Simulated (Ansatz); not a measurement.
# Li3Pb2: the cost of one run

Method: DFT PBE, scalar-relativistic, plane waves, PAW, in Ansatz 0.2.0.

## (1) The starting structure

Symmetry: P4/mmm, No. 123, tetragonal system. Conventional cell: a = 4.193 Å, b = 4.193 Å, c = 5.686 Å, α = 90.00°, β = 90.00°, γ = 90.00°. Around Li (site symmetry mmm) lie 2 Li at 2.10 Å. Li (site symmetry 4/mmm) has 4 Li at 2.10 Å as nearest neighbours. Pb (site symmetry 4mm) is surrounded by 4 Li at 2.53 Å and 2 Pb at 2.83 to 2.86 Å.

As a file:

```xyz
5
Lattice="4.1927 0.0000 0.0000 0.0000 4.1927 0.0000 0.0000 0.0000 5.6860" Properties=species:S:1:pos:R:3 pbc="T T T"
Li    0.0000    2.0964    0.0000
Li    2.0964    0.0000    0.0000
Li    2.0964    2.0964    0.0000
Pb    0.0000    0.0000    1.4153
Pb    0.0000    0.0000    4.2707
```

Recipe of the guess: random cell by space group and Wyckoff sites (P4/mmm, No. 123). The dimensions are guesses.

## (2) A first look at the guess

The input, input.yaml:

```yaml
crystal:
  lattice:
    - [4.1927359, 0.0, 0.0]
    - [0.0, 4.1927359, 0.0]
    - [0.0, 0.0, 5.6859708]
  atoms:
    - { symbol: Li, position: [0.0, 0.5, 0.0] }
    - { symbol: Li, position: [0.5, 0.0, 0.0] }
    - { symbol: Li, position: [0.5, 0.5, 0.0] }
    - { symbol: Pb, position: [0.0, 0.0, 0.24891062] }
    - { symbol: Pb, position: [0.0, 0.0, 0.75108938] }
basis:
  ecutwfc: 420
kpoints:
  mp_grid: { grid: [4, 4, 4] }
hamiltonian:
  xc: pbe
scf:
  occupations: { method: gaussian, width: 0.1 }
  lower_state_search: "off"
output:
  forces: true
  stress: true
  eigenvalues: true
```

Launch:

```
$ ansatz run input.yaml --threads 1 --pin off --max-ram 2048MiB --backend cpu --events-out ev --progress --plain --runs-dir out
```

Q: Estimate wall time and peak memory on 1 thread of Arm Neoverse V2, shared host.

About 3.2 s, with a peak of 0.34 GiB.
